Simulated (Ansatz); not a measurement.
# The gallium atom (doublet): wave-function methods side by side, aug-cc-pVDZ

How much of the correlation energy of the gallium atom (doublet) does each wave-function method recover here?

The runs use Ansatz 0.2.0, Gaussian basis; aug-cc-pVDZ, core rule «outside noble gas», up to 14 orbitals frozen.

Plan: UHF; CCSD(T) on ROHF; Full CI.

6 further runs of the same task are left out: 6 set aside as unsound or not needed.

### 1 The atom

A free atom, in its lowest state of this spin that the program finds. No spin-orbit coupling is included. The filled d shell of Ga may be among the frozen orbitals whatever the setting's name suggests; the logs give the count.

1 atom, charge 0, spin multiplicity 2.

### 2 UHF

The input, in.yaml:

```yaml
crystal:
  periodic: [false, false, false]
  atoms:
    - {symbol: Ga, position_ang: [0.000000, 0.000000, 0.000000]}
basis:
  gaussian: {orbitals: aug-cc-pVDZ}
magnetization: {spin_polarized: true, initial_magnetization: 1}
hamiltonian: {xc: hf}
output: {orbitals: {seedname: orbitals}}
```

The run is started by

```
$ ansatz run in.yaml --threads 1 --pin off --events-out ev --progress --plain --max-ram 2393MiB
```

Further steps of the session: CCSD(T) on ROHF; Full CI.

Q: Predict the results of all the runs planned. Wanted: FCI below the RHF energy; RMP2 from FCI; RCCSD from FCI; RCCSD(T) from FCI; T1 diagnostic; effectively unpaired electrons.

**Answer**, as computed:

| quantity | value |
| --- | --- |
| FCI below the RHF energy | -1.3031 eV |
| RMP2 from FCI | +425.2 meV |
| RCCSD from FCI | +25.9 meV |
| RCCSD(T) from FCI | +7.7 meV |
| levels within 1 kcal/mol (43 meV) | RCCSD, RCCSD(T) |
| T1 diagnostic | 0.024 |
| effectively unpaired electrons | 1.05 |

**Reading.** RCCSD(T) lands +7.7 meV from the yardstick (0.6 % of the correlation energy). One determinant dominates. These misses are within one basis, not against nature.
